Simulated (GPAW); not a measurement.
Ge3Pd:

```
CELL_PARAMETERS angstrom
4.14202 0.00000 0.00000
0.00000 4.14202 0.00000
0.00000 0.00000 4.14202
ATOMIC_POSITIONS crystal
Pd 0.00000 0.00000 0.00000
Ge 0.50000 0.50000 0.00000
Ge 0.50000 0.00000 0.50000
Ge 0.00000 0.50000 0.50000
```

The cell comes from a database or a generator and needn't be the stable form of this composition.

Base run:

* Program: GPAW 26.7.0
* Functional: LDA
* Potentials or basis: the program's PAW data sets (release 1.2.1) made for this functional
* Cutoff: 450 eV
* Basis: pw
* k mesh: 5 × 5 × 5
* Occupations: fermi-dirac, width 0.05 eV
* Spin: no spin polarisation

Its results: band gap on the k mesh none (metal or under the smearing width); pressure -7.5 GPa.

Task: The run is repeated on the same cell with these changes: functional from LDA to PBE; potentials or basis from the program's PAW data sets (release 1.2.1) made for this functional to GPAW PAW data sets (gpaw-data 1.2.1). What comes out?

Result: Band gap on the k mesh none (metal or under the smearing width); pressure -0.6 GPa.

Caveats: the cutoff is short for stress and forces, so pressures can be off by a GPa or more.

Not every run made on this cell is shown here.
